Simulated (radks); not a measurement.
**Taking charge from the 4d level of Sn⁺ in fractions**

An exercise on one series of results from a longer session: the logs are not shown, and one member is left open.

Method: scalar-relativistic Kohn-Sham, BLYP, spin-polarised, spherical densities, finite nucleus; open shells are filled with parallel spins first. Code: radks (a radial shooting solver on a logarithmic mesh, Libxc functionals) version 1.

## Starting point

* element: tin (Z = 50)
* charge: +1
* electrons: 49
* configuration: [Kr] 4d(up 5, down 5) 5s2 5p1
* nuclear rms radius: 4.6519 fm

A shell typed twice in an input gives spin up, then spin down.

Set-up of the first run:

Settings of this run:

```text
Z 50
configuration [Kr] 4d5 4d5 5s2 5p1
relativity scalar-relativistic
functional b88,lyp
spin polarised
nucleus finite rms 4.6519 fm
c 137.035999084
```

Steps of the session up to this table: Start: [Kr] 4d(up 5, down 5) 5s2 5p1.

One of the session's tables, all rows but one given; the rest of the session is left out.

It belongs to the step «Start: [Kr] 4d(up 5, down 5) 5s2 5p1». Sizes of the orbitals, from the radial functions (bohr):

```
  level     <r>  outermost maximum (interpolated)  90 % within  nodes
  4p up  0.8857                             0.788         1.30      2
4p down       ?                                 ?            ?      ?
  4d up   1.099                             0.886         1.71      1
4d down   1.096                             0.886         1.71      1
  5s up   2.309                              1.99         3.39      4
5s down   2.305                              1.97         3.39      4
  5p up   2.895                              2.43         4.32      3
5p down   2.930                              2.42         4.40      3
```

Q: Estimate the row for 4p down from the others.

**Answer.** <r>: 0.8855; outermost maximum (interpolated): 0.788; 90 % within: 1.30; nodes: 2. In the column «<r>» it is the lowest.
